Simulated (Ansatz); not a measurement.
# H2 with SiNH5: superposition error and deformation

How much of this pair's binding is borrowed basis, and how much do the fragments pay to take the shapes they have in the pair?

Computed with Ansatz 0.2.0, Gaussian basis. Level: PBE0-D4 structures, single points in def2-TZVPPD.

Levels: PBE-D4, revPBE-D4, BLYP-D4, r2SCAN-D4, B97M-V, PBE0-D4, B3LYP-D4, HSE06-D4, wB97X-V, wB97M-V, B2PLYP, Hartree-Fock, MP2, CCSD, CCSD(T).

Correlated methods freeze the cores. B3LYP uses VWN-RPA correlation. B2PLYP carries no dispersion term here.

130 further runs of the same task are left out: 1 that didn't finish, 129 set aside as unsound or not needed.

## Step 1: Where the work starts

The relaxed pair: 9 atoms, charge 0, spin multiplicity 1.

Atoms are counted from 1 here; the program's logs count them from 0.

Bond lengths: H1–H2 0.749 Å, Si3–N4 1.723 Å, Si3–H5 1.485 Å, Si3–H6 1.485 Å, Si3–H7 1.494 Å, N4–H8 1.008 Å, N4–H9 1.008 Å. Angles: N4–Si3–H5 107.8°, N4–Si3–H6 107.8°, N4–Si3–H7 115.8°, H5–Si3–H6 110.6°, H5–Si3–H7 107.5°, H6–Si3–H7 107.4°, Si3–N4–H8 119.3°, Si3–N4–H9 119.3°, H8–N4–H9 110.4°.

Geometry (Å):

```
H    -0.1056    0.4081   -3.1096
H     0.0703    0.1991   -2.4125
Si   -0.4730    0.2428    1.1038
N     0.7016   -0.5460    0.1213
H    -0.3469    1.7052    0.8763
H    -1.8139   -0.2373    0.6820
H    -0.3547    0.0063    2.5739
H     0.6638   -1.5476    0.0163
H     1.6585   -0.2308    0.1485
```

Atoms 1 to 2 are fragment A (H2), the rest fragment B (SiNH5). From earlier runs, pair energy (eV) and counterpoise interaction (meV):

```csv
method,E(pair),interaction
PBE-D4,-9476.18561,-42
revPBE-D4,-9480.73210,-33
BLYP-D4,-9481.82886,-26
r2SCAN-D4,-9480.80348,-20
B97M-V,-9480.20520,-30
PBE0-D4,-9477.24858,-36
B3LYP-D4,-9483.67122,-29
HSE06-D4,-9476.95489,-37
wB97X-V,-9480.77017,-26
wB97M-V,-9480.65440,-24
B2PLYP,-9477.87287,-10
Hartree-Fock,-9455.51252,11
MP2,-9466.04737,-18
CCSD(T),-9467.43901,-20
```

First each fragment is run alone in its own basis, frozen in the shape it has in the pair (a, b).

## Step 2: PBE-D4/def2-TZVPPD

a/in.yaml reads:

```yaml
crystal:
  periodic: [false, false, false]
  atoms:
    - {symbol: H, position_ang: [-0.105599, 0.408104, -3.109648]}
    - {symbol: H, position_ang: [0.070280, 0.199090, -2.412500]}
basis:
  gaussian: {orbitals: "def2-TZVPPD.json"}
hamiltonian: {xc: pbe, dispersion: d4}
```

b/in.yaml reads:

```yaml
crystal:
  periodic: [false, false, false]
  atoms:
    - {symbol: Si, position_ang: [-0.473044, 0.242832, 1.103754]}
    - {symbol: N, position_ang: [0.701633, -0.546042, 0.121298]}
    - {symbol: H, position_ang: [-0.346915, 1.705243, 0.876276]}
    - {symbol: H, position_ang: [-1.813909, -0.237303, 0.682006]}
    - {symbol: H, position_ang: [-0.354667, 0.006328, 2.573868]}
    - {symbol: H, position_ang: [0.663755, -1.547613, 0.016333]}
    - {symbol: H, position_ang: [1.658465, -0.230839, 0.148512]}
basis:
  gaussian: {orbitals: "def2-TZVPPD.json"}
hamiltonian: {xc: pbe, dispersion: d4}
```

The basis file named in the input lies beside it (Basis Set Exchange, JSON).

The same command starts each run, in its folder.

The run is started by

```sh
$ ansatz run in.yaml --threads 2 --pin off --events-out ev --progress --plain --max-ram 5222MiB
```

Log of a:

```text
Functional definition: PBE
  name "PBE"
  cite "Perdew, Burke & Ernzerhof, Phys. Rev. Lett. 77, 3865 (1996) doi:10.1103/PhysRevLett.77.3865"
  parent pbe
  parameter kappa = 0.804
  parameter beta = 0.06672455060314922
  exchange = pbe_x(kappa = kappa, mu = beta*pi^2/3)
  correlation = pbe_c(beta = beta)
118 factors; their error is unknown
mean field evaluation 1: about -31.4104 eV, gradient 9.4e0 eV
mean field evaluation 2: about -31.6958 eV, gradient 3.2e0 eV
mean field evaluation 4: about -31.7366 eV, gradient 5.0e-2 eV
mean field evaluation 8: about -31.7326 eV, gradient 3.3e-3 eV
mean field -31.73260385 eV, -1.1661516823 hartree, gradient 1.3e-5 eV, S^2 0.000000; 0 other end points of the search recorded, 0 dependent functions left out
reference -31.73262477 eV, -1.1661524513 hartree; 1, 1 occupied and 33, 33 virtual orbitals, 118 factors
Total energy: -31.73464513 eV, -1.1662266981 hartree
```

Log of b, cut to the lines that bear on the results:

```text
[... 4 set-up lines as earlier in the session ...]
[...]
779 factors; their error is unknown
[...]
mean field -9444.32328156 eV, -347.0724790052 hartree, gradient 1.2e-5 eV, S^2 0.000000; 0 other end points of the search recorded, 0 dependent functions left out
reference -9444.32332303 eV, -347.0724805289 hartree; 13, 13 occupied and 157, 157 virtual orbitals, 779 factors
Total energy: -9444.40748309 eV, -347.0755733542 hartree
```

Times: 0.05 s (a), 0.5 s (b) on 2 threads of AMD EPYC 9R45, shared host.

## Step 3: r2SCAN-D4/def2-TZVPPD

The same edit goes into each in.yaml of step 2 (a, b):

```diff
-hamiltonian: {xc: pbe, dispersion: d4}
+hamiltonian: {xc: r2scan, dispersion: d4}
```

The same command starts each run, in its folder.

The run is started by

```sh
$ ansatz run in.yaml --threads 2 --pin off --events-out ev --progress --plain --max-ram 5222MiB
```

Log of a, cut to the lines that bear on the results:

```text
Functional definition: r2SCAN
  name "r2SCAN"
  cite "Furness, Kaplan, Ning, Perdew & Sun, J. Phys. Chem. Lett. 11, 8208 (2020) doi:10.1021/acs.jpclett.0c02405"
  cite "Furness, Kaplan, Ning, Perdew & Sun, J. Phys. Chem. Lett. 11, 9248 (2020) doi:10.1021/acs.jpclett.0c03077"
  parent r2scan
[...]
118 factors; their error is unknown
[...]
mean field -31.87208482 eV, -1.1712775135 hartree, gradient 8.5e-5 eV, S^2 0.000000; 0 other end points of the search recorded, 0 dependent functions left out
reference -31.87209117 eV, -1.1712777468 hartree; 1, 1 occupied and 33, 33 virtual orbitals, 118 factors
Total energy: -31.87259283 eV, -1.1712961826 hartree
```

Output in b, cut to the lines that bear on the results:

```text
[... 5 set-up lines as earlier in the session ...]
[...]
779 factors; their error is unknown
[...]
mean field -9448.88976236 eV, -347.2402940793 hartree, gradient 5.7e-5 eV, S^2 0.000000; 0 other end points of the search recorded, 0 dependent functions left out
reference -9448.88977486 eV, -347.2402945385 hartree; 13, 13 occupied and 157, 157 virtual orbitals, 779 factors
Total energy: -9448.90913601 eV, -347.2410060478 hartree
```

They took 0.15 s (a), 0.85 s (b) on 2 threads of AMD EPYC 9R45, shared host.

## Step 4: PBE0-D4/def2-TZVPPD

The same edit goes into each in.yaml of step 3 (a, b):

```diff
-hamiltonian: {xc: r2scan, dispersion: d4}
+hamiltonian: {xc: pbe0, dispersion: d4}
+output: {orbitals: {seedname: orbitals}}
```

Each run has its own folder and the same command.

The run is started by

```sh
$ ansatz run in.yaml --threads 2 --pin off --events-out ev --progress --plain --max-ram 5222MiB
```

a printed, cut to the lines that bear on the results:

```text
Functional definition: PBE0
  name "PBE0"
  cite "Adamo & Barone, J. Chem. Phys. 110, 6158 (1999) doi:10.1063/1.478522"
[... 2 set-up lines as earlier in the session ...]
[...]
118 factors; their error is unknown
[...]
mean field -31.79624397 eV, -1.1684904136 hartree, gradient 5.4e-6 eV, S^2 0.000000; 0 other end points of the search recorded, 0 dependent functions left out
reference -31.79625892 eV, -1.1684909631 hartree; 1, 1 occupied and 33, 33 virtual orbitals, 118 factors
Total energy: -31.79786638 eV, -1.1685500361 hartree
```

Output in b, cut to the lines that bear on the results:

```text
[... 5 set-up lines as earlier in the session ...]
[...]
796 factors; their error is unknown
[...]
mean field -9445.34334068 eV, -347.1099654864 hartree, gradient 1.9e-5 eV, S^2 0.000000; 0 other end points of the search recorded, 0 dependent functions left out
reference -9445.34337059 eV, -347.1099665854 hartree; 13, 13 occupied and 157, 157 virtual orbitals, 796 factors
Total energy: -9445.41273026 eV, -347.1125155065 hartree
```

Times: 0.05 s (a), 0.65 s (b) on 2 threads of AMD EPYC 9R45, shared host.

## Step 5: B3LYP-D4/def2-TZVPPD

The same edit goes into each in.yaml of step 4 (a, b):

```diff
-hamiltonian: {xc: pbe0, dispersion: d4}
-output: {orbitals: {seedname: orbitals}}
+hamiltonian: {xc: {name: B3LYP}, dispersion: d4}
```

Each run has its own folder and the same command.

The run is started by

```sh
$ ansatz run in.yaml --threads 2 --pin off --events-out ev --progress --plain --max-ram 5222MiB
```

Log of a, cut to the lines that bear on the results:

```text
Functional definition: B3LYP
  name "B3LYP"
  cite "Stephens, Devlin, Chabalowski & Frisch, J. Phys. Chem. 98, 11623 (1994) doi:10.1021/j100096a001"
  cite "Becke, Phys. Rev. A 38, 3098 (1988) doi:10.1103/PhysRevA.38.3098"
  cite "Lee, Yang & Parr, Phys. Rev. B 37, 785 (1988) doi:10.1103/PhysRevB.37.785"
  cite "Vosko, Wilk & Nusair, Can. J. Phys. 58, 1200 (1980) doi:10.1139/p80-159"
[...]
118 factors; their error is unknown
[...]
mean field -32.10926716 eV, -1.1799938037 hartree, gradient 6.1e-5 eV, S^2 0.000000; 0 other end points of the search recorded, 0 dependent functions left out
reference -32.10940063 eV, -1.1799987087 hartree; 1, 1 occupied and 33, 33 virtual orbitals, 118 factors
Total energy: -32.11255349 eV, -1.1801145740 hartree
```

Output in b, cut to the lines that bear on the results:

```text
[... 6 set-up lines as earlier in the session ...]
[...]
789 factors; their error is unknown
[...]
mean field -9451.39121700 eV, -347.3322208417 hartree, gradient 2.3e-5 eV, S^2 0.000000; 0 other end points of the search recorded, 0 dependent functions left out
reference -9451.39145432 eV, -347.3322295630 hartree; 13, 13 occupied and 157, 157 virtual orbitals, 789 factors
Total energy: -9451.52777100 eV, -347.3372391087 hartree
```

Times: 0.1 s (a), 0.75 s (b) on 2 threads of AMD EPYC 9R45, shared host.

## Step 6: wB97X-V/def2-TZVPPD

The same edit goes into each in.yaml of step 5 (a, b):

```diff
-hamiltonian: {xc: {name: B3LYP}, dispersion: d4}
+hamiltonian: {xc: {name: wB97X-V}}
```

Each run has its own folder and the same command.

The run is started by

```sh
$ ansatz run in.yaml --threads 2 --pin off --events-out ev --progress --plain --max-ram 5222MiB
```

Log of a, cut to the lines that bear on the results:

```text
Functional definition: wB97X-V
  name "wB97X-V"
  cite "Mardirossian & Head-Gordon, Phys. Chem. Chem. Phys. 16, 9904 (2014) doi:10.1039/C3CP54374A"
  cite "Becke, J. Chem. Phys. 107, 8554 (1997) doi:10.1063/1.475007"
  cite "Vydrov & Van Voorhis, J. Chem. Phys. 133, 244103 (2010) doi:10.1063/1.3521275"
[...]
      + integral(e_c_pw_opposite_spin*poly(b97_u_opposite, cos0, cos1)) + vv10(b, c)
118 factors; their error is unknown
52 factors; integrals over basis functions are off by at most 1.4e-5 eV
[...]
mean field -31.90879508 eV, -1.1726265906 hartree, gradient 4.3e-6 eV, S^2 0.000000; 0 other end points of the search recorded, 0 dependent functions left out
reference -31.90879411 eV, -1.1726265548 hartree; 1, 1 occupied and 33, 33 virtual orbitals, 118 factors
Total energy: -31.90879411 eV, -1.1726265548 hartree
```

Log of b, cut to the lines that bear on the results:

```text
[... 5 set-up lines as earlier in the session ...]
[...]
      + integral(e_c_pw_opposite_spin*poly(b97_u_opposite, cos0, cos1)) + vv10(b, c)
789 factors; their error is unknown
239 factors; integrals over basis functions are off by at most 1.6e-5 eV
[...]
mean field -9448.83388800 eV, -347.2382407344 hartree, gradient 2.6e-5 eV, S^2 0.000000; 0 other end points of the search recorded, 0 dependent functions left out
reference -9448.83388598 eV, -347.2382406600 hartree; 13, 13 occupied and 157, 157 virtual orbitals, 789 factors
Total energy: -9448.83388598 eV, -347.2382406600 hartree
```

They took 0.15 s (a), 1.8 s (b) on 2 threads of AMD EPYC 9R45, shared host.

## Step 7: wB97M-V/def2-TZVPPD

Each input of step 6 (a, b) changes in the same lines:

```diff
-hamiltonian: {xc: {name: wB97X-V}}
+hamiltonian: {xc: {name: wB97M-V}}
```

Each run has its own folder and the same command.

The run is started by

```sh
$ ansatz run in.yaml --threads 2 --pin off --events-out ev --progress --plain --max-ram 5222MiB
```

a printed, cut to the lines that bear on the results:

```text
Functional definition: wB97M-V
  name "wB97M-V"
  cite "Mardirossian & Head-Gordon, J. Chem. Phys. 144, 214110 (2016) doi:10.1063/1.4952647"
[... 2 set-up lines as earlier in the session ...]
  # Of w^i u^j: cxij and so on, Table III.
[...]
  gx(w, u) = 1 - cx + cx01*u + cx10*w
[...]
      + integral(e_c_pw_mod_opposite_spin*gos(b97_w_opposite, b97_u_opposite)) + vv10(b, c)
118 factors; their error is unknown
52 factors; integrals over basis functions are off by at most 1.4e-5 eV
[...]
mean field -31.60132195 eV, -1.1613271615 hartree, gradient 2.1e-5 eV, S^2 0.000000; 0 other end points of the search recorded, 0 dependent functions left out
reference -31.60134544 eV, -1.1613280247 hartree; 1, 1 occupied and 33, 33 virtual orbitals, 118 factors
Total energy: -31.60134544 eV, -1.1613280247 hartree
```

Output in b, cut to the lines that bear on the results:

```text
[... 5 set-up lines as earlier in the session ...]
  # Of w^i u^j: cxij and so on, Table III.
[...]
  gx(w, u) = 1 - cx + cx01*u + cx10*w
[...]
      + integral(e_c_pw_mod_opposite_spin*gos(b97_w_opposite, b97_u_opposite)) + vv10(b, c)
784 factors; their error is unknown
239 factors; integrals over basis functions are off by at most 1.6e-5 eV
[...]
mean field -9449.02650858 eV, -347.2453194102 hartree, gradient 8.0e-5 eV, S^2 0.000000; 0 other end points of the search recorded, 0 dependent functions left out
reference -9449.02655972 eV, -347.2453212895 hartree; 13, 13 occupied and 157, 157 virtual orbitals, 784 factors
Total energy: -9449.02655972 eV, -347.2453212895 hartree
```

Times: 0.15 s (a), 1.8 s (b) on 2 threads of AMD EPYC 9R45, shared host.

## Step 8: B2PLYP/def2-TZVPPD

The same edit goes into each in.yaml of step 7 (a, b):

```diff
-hamiltonian: {xc: {name: wB97M-V}}
+hamiltonian: {xc: {name: B2PLYP}}
```

The same command starts each run, in its folder.

The run is started by

```sh
$ ansatz run in.yaml --threads 2 --pin off --events-out ev --progress --plain --max-ram 5222MiB
```

Output in a, cut to the lines that bear on the results:

```text
Functional definition: B2PLYP
  name "B2PLYP"
  cite "Grimme, J. Chem. Phys. 124, 034108 (2006) doi:10.1063/1.2148954"
[... 2 set-up lines as earlier in the session ...]
[...]
170 factors; integrals over basis functions are off by at most 1.1e-3 eV
[...]
mean field -31.55852327 eV, -1.1597543389 hartree, gradient 7.6e-7 eV, S^2 0.000000; 0 other end points of the search recorded, 0 dependent functions left out
reference -31.55860584 eV, -1.1597573733 hartree; 1, 1 occupied and 33, 33 virtual orbitals, 170 factors
second order -1.02733678 eV of doubles, -0.00000000 eV of singles
Total energy: -31.83598677 eV, -1.1699509344 hartree
```

Output in b, cut to the lines that bear on the results:

```text
[... 5 set-up lines as earlier in the session ...]
[...]
949 factors; integrals over basis functions are off by at most 1.6e-3 eV
[...]
mean field -9442.87781729 eV, -347.0193591729 hartree, gradient 4.6e-6 eV, S^2 0.000000; 0 other end points of the search recorded, 0 dependent functions left out
6 core orbitals not correlated: weight in the atoms' cores, before any rotation towards them, 1.000 or more for the frozen orbitals, at most 0.000 for the correlated occupied ones
reference -9442.87796554 eV, -347.0193646210 hartree; 7, 7 occupied and 157, 157 virtual orbitals, 949 factors
second order -11.65139156 eV of doubles, -0.00000000 eV of singles
Total energy: -9446.02384126 eV, -347.1349734213 hartree
```

Wall times: 0.1 s (a), 1.2 s (b) on 2 threads of AMD EPYC 9R45, shared host.

## Step 9: BLYP-D4/def2-TZVPPD

The same edit goes into each in.yaml of step 8 (a, b):

```diff
-hamiltonian: {xc: {name: B2PLYP}}
+hamiltonian: {xc: {name: BLYP}, dispersion: d4}
```

The same command starts each run, in its folder.

The run is started by

```sh
$ ansatz run in.yaml --threads 2 --pin off --events-out ev --progress --plain --max-ram 5222MiB
```

a printed, cut to the lines that bear on the results:

```text
Functional definition: BLYP
  name "BLYP"
[... 2 set-up lines as earlier in the session ...]
[...]
118 factors; their error is unknown
[...]
mean field -31.82616303 eV, -1.1695899190 hartree, gradient 2.5e-5 eV, S^2 0.000000; 0 other end points of the search recorded, 0 dependent functions left out
reference -31.82634822 eV, -1.1695967244 hartree; 1, 1 occupied and 33, 33 virtual orbitals, 118 factors
Total energy: -31.83124886 eV, -1.1697768198 hartree
```

Log of b, cut to the lines that bear on the results:

```text
[... 4 set-up lines as earlier in the session ...]
[...]
779 factors; their error is unknown
[...]
mean field -9449.77711065 eV, -347.2729035275 hartree, gradient 8.2e-5 eV, S^2 0.000000; 0 other end points of the search recorded, 0 dependent functions left out
reference -9449.77743850 eV, -347.2729155757 hartree; 13, 13 occupied and 157, 157 virtual orbitals, 779 factors
Total energy: -9449.96973310 eV, -347.2799822718 hartree
```

Wall times: 0.1 s (a), 0.65 s (b) on 2 threads of AMD EPYC 9R45, shared host.

## Step 10: revPBE-D4/def2-TZVPPD

Each input of step 9 (a, b) changes in the same lines:

```diff
-hamiltonian: {xc: {name: BLYP}, dispersion: d4}
+hamiltonian: {xc: {name: revPBE}, dispersion: d4}
```

One command serves all of them, each in its own folder.

The run is started by

```sh
$ ansatz run in.yaml --threads 2 --pin off --events-out ev --progress --plain --max-ram 5222MiB
```

Output in a, cut to the lines that bear on the results:

```text
Functional definition: revPBE
  name "revPBE"
  cite "Zhang & Yang, Phys. Rev. Lett. 80, 890 (1998) doi:10.1103/PhysRevLett.80.890"
[... 1 set-up line as earlier in the session ...]
[...]
118 factors; their error is unknown
[...]
mean field -32.01661833 eV, -1.1765890220 hartree, gradient 1.6e-5 eV, S^2 0.000000; 0 other end points of the search recorded, 0 dependent functions left out
reference -32.01664493 eV, -1.1765899996 hartree; 1, 1 occupied and 33, 33 virtual orbitals, 118 factors
Total energy: -32.02739733 eV, -1.1769851428 hartree
```

Log of b, cut to the lines that bear on the results:

```text
[... 4 set-up lines as earlier in the session ...]
[...]
779 factors; their error is unknown
[...]
mean field -9448.38091567 eV, -347.2215943084 hartree, gradient 6.5e-5 eV, S^2 0.000000; 0 other end points of the search recorded, 0 dependent functions left out
reference -9448.38096844 eV, -347.2215962477 hartree; 13, 13 occupied and 157, 157 virtual orbitals, 779 factors
Total energy: -9448.67003516 eV, -347.2322192536 hartree
```

Times: 0.05 s (a), 0.55 s (b) on 2 threads of AMD EPYC 9R45, shared host.

## Step 11: B97M-V/def2-TZVPPD

Each input of step 10 (a, b) changes in the same lines:

```diff
-hamiltonian: {xc: {name: revPBE}, dispersion: d4}
+hamiltonian: {xc: {name: B97M-V}}
```

Each run has its own folder and the same command.

The run is started by

```sh
$ ansatz run in.yaml --threads 2 --pin off --events-out ev --progress --plain --max-ram 5222MiB
```

Log of a, cut to the lines that bear on the results:

```text
Functional definition: B97M-V
  name "B97M-V"
  cite "Mardirossian & Head-Gordon, J. Chem. Phys. 142, 074111 (2015) doi:10.1063/1.4907719"
[... 2 set-up lines as earlier in the session ...]
  # Of w^i u^j: cxij and so on, Table III.
[...]
  gx(w, u) = cx00 + cx01*u + cx02*u^2 + (cx10 + cx11*u)*w
  gss(w, u) = css00 + css02*u^2 + css10*w + (css32*w^3 + css42*w^4)*u^2
  gos(w, u) = cos00 + cos01*u + cos03*u^3 + cos10*w + cos32*w^3*u^2
[...]
      + integral(e_c_pw_mod_opposite_spin*gos(b97_w_opposite, b97_u_opposite)) + vv10(b, c)
118 factors; their error is unknown
[...]
mean field -31.90499287 eV, -1.1724868618 hartree, gradient 1.2e-5 eV, S^2 0.000000; 0 other end points of the search recorded, 0 dependent functions left out
reference -31.90502152 eV, -1.1724879150 hartree; 1, 1 occupied and 33, 33 virtual orbitals, 118 factors
Total energy: -31.90502152 eV, -1.1724879150 hartree
```

b printed, cut to the lines that bear on the results:

```text
[... 5 set-up lines as earlier in the session ...]
  # Of w^i u^j: cxij and so on, Table III.
[...]
  gx(w, u) = cx00 + cx01*u + cx02*u^2 + (cx10 + cx11*u)*w
[...]
  gos(w, u) = cos00 + cos01*u + cos03*u^3 + cos10*w + cos32*w^3*u^2
[...]
      + integral(e_c_pw_mod_opposite_spin*gos(b97_w_opposite, b97_u_opposite)) + vv10(b, c)
779 factors; their error is unknown
[...]
mean field -9448.26781498 eV, -347.2174379346 hartree, gradient 2.4e-5 eV, S^2 0.000000; 0 other end points of the search recorded, 0 dependent functions left out
reference -9448.26787560 eV, -347.2174401624 hartree; 13, 13 occupied and 157, 157 virtual orbitals, 779 factors
Total energy: -9448.26787560 eV, -347.2174401624 hartree
```

Times: 0.15 s (a), 1.7 s (b) on 2 threads of AMD EPYC 9R45, shared host.

## Step 12: HSE06-D4/def2-TZVPPD

The same edit goes into each in.yaml of step 11 (a, b):

```diff
-hamiltonian: {xc: {name: B97M-V}}
+hamiltonian: {xc: hse06, dispersion: d4}
```

One command serves all of them, each in its own folder.

The run is started by

```sh
$ ansatz run in.yaml --threads 2 --pin off --events-out ev --progress --plain --max-ram 5222MiB
```

Log of a, cut to the lines that bear on the results:

```text
Functional definition: HSE06
  name "HSE06"
  cite "Heyd, Scuseria & Ernzerhof, J. Chem. Phys. 118, 8207 (2003) doi:10.1063/1.1564060"
  cite "Krukau, Vydrov, Izmaylov & Scuseria, J. Chem. Phys. 125, 224106 (2006) doi:10.1063/1.2404663"
  cite "Heyd & Scuseria, J. Chem. Phys. 120, 7274 (2004) doi:10.1063/1.1668634"
  cite "Ernzerhof & Perdew, J. Chem. Phys. 109, 3313 (1998) doi:10.1063/1.476928"
[...]
  # The whole range is PBE's own exchange, as in plane waves. The composition of these papers is wPBEh.
[...]
118 factors; their error is unknown
20 factors; integrals over basis functions are off by at most 3.6e-5 eV
[...]
mean field -31.78211275 eV, -1.1679711009 hartree, gradient 6.1e-5 eV, S^2 0.000000; 0 other end points of the search recorded, 0 dependent functions left out
reference -31.78213265 eV, -1.1679718321 hartree; 1, 1 occupied and 33, 33 virtual orbitals, 118 factors
Total energy: -31.78356645 eV, -1.1680245234 hartree
```

b printed, cut to the lines that bear on the results:

```text
[... 6 set-up lines as earlier in the session ...]
[...]
796 factors; their error is unknown
89 factors; integrals over basis functions are off by at most 1.8e-6 eV
[...]
mean field -9445.06896089 eV, -347.0998822152 hartree, gradient 1.4e-5 eV, S^2 0.000000; 0 other end points of the search recorded, 0 dependent functions left out
reference -9445.06900062 eV, -347.0998836753 hartree; 13, 13 occupied and 157, 157 virtual orbitals, 796 factors
Total energy: -9445.13292045 eV, -347.1022326854 hartree
```

Times: 0.1 s (a), 0.65 s (b) on 2 threads of AMD EPYC 9R45, shared host.

(Part 1 of 3 ends here.)
